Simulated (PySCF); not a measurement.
# One shape, several levels: GeSe (Germanium monoselenide)

We compute a comparison of 6 runs (HF/STO-3G, HF/3-21G, CAM-B3LYP/aug-cc-pVTZ, M06-2X/aug-cc-pVTZ, wB97X/aug-cc-pVTZ, CCSD(T)/aug-cc-pVTZ) of GeSe (Germanium monoselenide). Input form: a Python script.

Program for the calculation: PySCF 2.14.0.

2 further runs of the same task are left out: 2 set aside as unsound or not needed.

## (1) The molecule

GeSe has 2 atoms, charge 0, and is taken as a singlet. As SMILES, `[Ge-]#[Se+]`. The bond length is the measured one.

Bond lengths: Ge1–Se2 2.135 Å.

## (2) The energy at HF/STO-3G (run 1)

The input, input.xyz:

```xyz
2

Ge     0.000000     0.000000     0.000000
Se     0.000000     0.000000     2.134629
```

The input, calc.py:

```python
from pyscf import gto, scf

molecule = gto.M(
    atom='input.xyz',
    basis='sto-3g',
    max_memory=1860,
    spin=0,
    verbose=3,
)

mf = scf.RHF(molecule)
mf.conv_tol = 1e-10
mf.kernel()
if not mf.converged:
    mf = mf.newton().run(mf.mo_coeff, mf.mo_occ)

e_final = mf.e_tot
print('Final energy', e_final)
```

The run is started by

```sh
$ OMP_NUM_THREADS=1 python calc.py
```

Log:

```text
converged SCF energy = -4425.31484327288
Final energy -4425.314843272879
```

Run time: 0.71 s. Hardware: 1 thread of Arm Neoverse V2, shared host; peak memory 0.096 GiB.

## (3) A single-point energy at HF/3-21G (run 2)

The input, job.py:

```python
from pyscf import gto

mol = gto.Mole()
mol.atom = 'Ge 0.000000 0.000000 0.000000; Se 0.000000 0.000000 2.134629'
mol.spin = 0
mol.basis = '3-21g'
mol.max_memory = 1860
mol.charge = 0
mol.verbose = 4
mol.build()

hf = mol.RHF()
hf.conv_tol = 1e-10
hf.kernel()
if not hf.converged:
    hf = hf.newton().run(hf.mo_coeff, hf.mo_occ)

etot = hf.e_tot
print('E = %.10f Eh' % etot)
```

The run is started by

```sh
$ OMP_NUM_THREADS=1 python job.py
```

Log:

```text
PySCF version 2.14.0

[... 54 lines left out ...]
converged SCF energy = -4453.83831283694
E = -4453.8383128369 Eh
```

Run time: 0.91 s. Hardware: 1 thread of Arm Neoverse V2, shared host; peak memory 0.12 GiB.

Run 3 isn't shown in full; the table further down has it.

## (4) The energy at M06-2X/aug-cc-pVTZ (run 4)

The input, mol.xyz:

```xyz
2
GeSe
Ge     0.000000     0.000000     0.000000
Se     0.000000     0.000000     2.134629
```

The input, input.py:

```python
from pyscf import gto, dft

mol = gto.M(
    atom='mol.xyz',
    charge=0,
    basis='aug-cc-pvtz',
    verbose=4,
    max_memory=1860,
)

calc0 = dft.RKS(mol)
calc0.xc = 'm06-2x'
calc0.grids.level = 5
calc0.conv_tol = 1e-10
calc0.kernel()
if not calc0.converged:
    calc0 = calc0.newton().run(calc0.mo_coeff, calc0.mo_occ)

etot = calc0.e_tot
print(f'total energy: {etot:.8f} hartree')
```

The run is started by

```sh
$ OMP_NUM_THREADS=1 python input.py
```

Log:

```text
PySCF version 2.14.0

[... 73 lines left out ...]
converged SCF energy = -4478.70464678343
total energy: -4478.70464678 hartree
```

It took 27 s on 1 thread of Arm Neoverse V2, shared host; peak memory 0.66 GiB.

Run 5 isn't shown in full; the table further down has it.

## (5) The energy at CCSD(T)/aug-cc-pVTZ (run 6)

The input, job.py:

```python
from pyscf import gto, scf, cc

mol = gto.M(
    atom='Ge 0.000000 0.000000 0.000000; Se 0.000000 0.000000 2.134629',
    max_memory=1860,
    spin=0,
    verbose=4,
    basis='aug-cc-pvtz',
    charge=0,
)

calc0 = scf.RHF(mol)
calc0.conv_tol = 1e-10
calc0.kernel()
if not calc0.converged:
    calc0 = calc0.newton().run(calc0.mo_coeff, calc0.mo_occ)

mycc = cc.CCSD(calc0, frozen=18)
mycc.kernel()
e_t = mycc.ccsd_t()
e_tot = mycc.e_tot + e_t
print('Final energy', e_tot)
```

The run is started by

```sh
$ OMP_NUM_THREADS=1 python job.py
```

Log:

```text
PySCF version 2.14.0

[... 58 lines left out ...]
converged SCF energy = -4475.33580251246
[... 12 lines left out ...]
Init t2, MP2 energy = -4475.71834824548  E_corr(MP2) -0.382545733022612
[... 12 lines left out ...]
CCSD converged
[... 2 lines left out ...]
Final energy -4475.75075603005
```

Run time: 2.1 min. Hardware: 1 thread of Arm Neoverse V2, shared host; peak memory 0.9 GiB.

## (6) The series

```csv
run,level,integration grid,frozen core orbitals,energy (Eh),dipole moment (D) of the reference,HOMO energy (eV),LUMO energy (eV),wall time
1,HF/STO-3G,–,–,-4425.314843,2.67,-6.68,4.53,0.71 s
2,HF/3-21G,–,–,-4453.838313,2.70,-9.66,0.36,0.91 s
3,CAM-B3LYP/aug-cc-pVTZ,5,–,-4478.920011,2.03,-8.78,-1.54,56 s
4,M06-2X/aug-cc-pVTZ,5,–,-4478.704647,2.13,-8.57,-1.68,27 s
5,wB97X/aug-cc-pVTZ,5,–,-4478.748440,2.06,-9.72,-0.60,59 s
6,CCSD(T)/aug-cc-pVTZ,–,18,-4475.750756,2.49,-9.71,0.15,2.1 min
```

## (7) Results

| quantity | value |
| --- | --- |
| run 6: total energy | -4475.75076 Eh |
| run 6: dipole moment (Hartree–Fock density) | 2.49 D |
| run 6: HOMO energy (Hartree–Fock orbitals) | -9.71 eV |
| run 6: LUMO energy (Hartree–Fock orbitals) | 0.15 eV |
| run 6: HOMO–LUMO gap (Hartree–Fock orbitals) | 9.86 eV |
| run 6: correlation energy (18 core orbitals frozen) | -415.0 mEh |
| run 6: (T) correction | -23.76 mEh |
| run 6: T1 diagnostic | 0.017 |

What this shows: Over runs 1, 2, 3, 4, 5 the dipole moment (its size) runs from 2.03 D (CAM-B3LYP/aug-cc-pVTZ) to 2.70 D (HF/3-21G). The two ends differ in method and basis. Over runs 1, 2, 3, 4, 5 the HOMO–LUMO gap runs from 6.88 eV (M06-2X/aug-cc-pVTZ) to 11.21 eV (HF/STO-3G). Totals of different functionals can't be ranked against each other. In run 1 the basis is minimal, so the values are rough. All runs together took 4.5 min, the longest 2.1 min.
